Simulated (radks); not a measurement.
# Co⁴⁺ in [Ar] 3d5: an all-electron calculation

An exercise on one series of results from a longer session: the logs are not shown, and one member is left open.

Program: radks (a radial shooting solver on a logarithmic mesh, Libxc functionals) version 1. Level of theory: Dirac Kohn-Sham, RPBE, spin-unpolarised, spherical densities, finite nucleus; open shells fill j = l - 1/2 first. These are calculated values, not measurements, unless marked.

## Starting point

- element: cobalt (Z = 27)
- charge: +4
- electrons: 23
- configuration: [Ar] 3d5
- nuclear rms radius: 3.7875 fm

The first run:

The run's settings:

```text
Z 27
configuration [Ar] 3d5
relativity Dirac
functional rpbe,pbe
spin unpolarised
j_filling energy
nucleus finite rms 3.7875 fm
c 137.035999084
```

Launch:

```bash
$ python run_ks.py task.json out
```

This one command runs every case of the session in turn.

One table of the session follows, with a row left open; its other results are not shown here.

It belongs to the step «Orbitals and density». From the orbitals of this run (lengths in bohr):

```
level     <r>  outermost maximum (interpolated)  90 % within  nodes
1s1/2       ?                                 ?            ?      ?
2s1/2  0.2552                             0.213        0.396      1
2p1/2  0.2228                             0.170        0.365      0
2p3/2  0.2259                             0.173        0.370      0
3s1/2  0.7599                             0.665         1.13      2
3p1/2  0.7858                             0.667         1.20      1
3p3/2  0.7942                             0.674         1.21      1
3d3/2  0.8774                             0.640         1.45      0
3d5/2  0.8805                             0.642         1.46      0
```

Estimate the missing values for 1s1/2.

The run gave: <r>: 0.05618; outermost maximum (interpolated): 0.0368; 90 % within: 0.100; nodes: 0. In the column «<r>» it is the lowest.

To keep in mind: Spin polarisation and multiplet splitting are left out.
